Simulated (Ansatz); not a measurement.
Geometry optimisation, DFT PBE-D3(BJ), scalar-relativistic, plane waves, PAW (Ansatz 0.2.0).

The input (input.yaml):

```yaml
accuracy: low
crystal:
  lattice:
    - [-4.989, -4.989, 0.0]
    - [4.989, -4.989, 0.0]
    - [0.0, 0.0, 6.991]
  atoms:
    - { symbol: Si, position: [0.20233, 0.5, 0.0] }
    - { symbol: Si, position: [0.0, 0.20233, 0.25] }
    - { symbol: Si, position: [0.79767, 0.5, 0.5] }
    - { symbol: Si, position: [0.0, 0.79767, 0.75] }
    - { symbol: O, position: [0.32952, 0.57054, 0.17602] }
    - { symbol: O, position: [0.92946, 0.32952, 0.42602] }
    - { symbol: O, position: [0.67048, 0.42946, 0.67602] }
    - { symbol: O, position: [0.07054, 0.67048, 0.92602] }
    - { symbol: O, position: [0.92946, 0.67048, 0.57398] }
    - { symbol: O, position: [0.67048, 0.57054, 0.32398] }
    - { symbol: O, position: [0.07054, 0.32952, 0.07398] }
    - { symbol: O, position: [0.32952, 0.42946, 0.82398] }
    - { symbol: Si, position: [0.70233, 0.0, 0.0] }
    - { symbol: Si, position: [0.5, 0.70233, 0.25] }
    - { symbol: Si, position: [0.29767, 0.0, 0.5] }
    - { symbol: Si, position: [0.5, 0.29767, 0.75] }
    - { symbol: O, position: [0.82952, 0.07054, 0.17602] }
    - { symbol: O, position: [0.42946, 0.82952, 0.42602] }
    - { symbol: O, position: [0.17048, 0.92946, 0.67602] }
    - { symbol: O, position: [0.57054, 0.17048, 0.92602] }
    - { symbol: O, position: [0.42946, 0.17048, 0.57398] }
    - { symbol: O, position: [0.17048, 0.07054, 0.32398] }
    - { symbol: O, position: [0.57054, 0.82952, 0.07398] }
    - { symbol: O, position: [0.82952, 0.92946, 0.82398] }
    - { symbol: P, position: [0.6098015, 0.5049566, 0.9980769], spin: 1.0 }
magnetization:
  spin_polarized: true
basis:
  ecutwfc: 420.0
kpoints:
  mp_grid: { grid: [1, 1, 1] }
hamiltonian:
  xc: pbe
  dispersion: d3bj
  pseudopotentials: { kind: paw, azcp: { folder: soft_1 } }
scf:
  occupations: { method: fermi_dirac, width: 0.05 }
  lower_state_search: "off"
relax:
  f_tol: 0.08
  max_steps: 25
  adjacent_minimum: "off"
```

Launched with:

```bash
$ ansatz run input.yaml --threads 1 --pin off --max-ram 3072MiB --backend cpu --events-out ev --progress --plain --runs-dir out
```

Q: Where does it end, and by what steps?

A: It converged. Limits of this set-up: coarse k mesh, a small cell, in which the defect meets its images, low accuracy level. After 6 steps the energy has fallen by 3.418 eV; P25 moved furthest, 0.96 Å. Parted: Si14–P25 (2.38 → 3.10 Å), Si16–P25 (2.40 → 3.10 Å).

```csv
step,energy less start (eV),largest force component (eV/Å),accepted
0,0.0000,2.969,yes
1,-1.0682,1.805,yes
2,-2.0694,1.183,yes
3,-2.5715,0.921,yes
4,-3.0306,0.467,yes
5,-3.3514,0.182,yes
6,-3.4182,0.059,yes
```

```xyz
25
Lattice="-4.9890 -4.9890 0.0000 4.9890 -4.9890 0.0000 0.0000 0.0000 6.9910" Properties=species:S:1:pos:R:3
Si 1.288 -3.702 -0.001
Si 1.049 -1.059 1.503
Si -1.590 -6.582 3.495
Si 3.931 -3.943 5.487
O 0.872 -4.506 1.361
O -2.932 -6.661 2.607
O -1.637 -5.208 4.345
O 2.865 -4.057 6.721
O -1.669 -7.923 4.384
O -0.216 -6.628 2.645
O 0.935 -2.125 0.269
O 0.484 -4.117 5.628
Si -3.340 -3.343 0.000
Si 1.127 -5.987 2.003
Si -1.231 -1.233 3.495
Si -0.996 -3.864 4.986
O -3.423 -4.584 1.034
O 2.188 -5.907 3.225
O 4.190 -5.403 4.827
O -1.965 -3.300 6.151
O -0.918 -2.803 3.763
O -0.411 -0.800 2.163
O 1.691 -6.955 0.838
O 0.406 -8.417 5.958
P -1.222 -6.213 6.990
```

Whether the end is a true minimum wasn't checked by a vibrational analysis.

Time of the run: 29 s on 1 thread of Arm Neoverse V2, with other jobs on the host, peak memory 0.46 GiB.
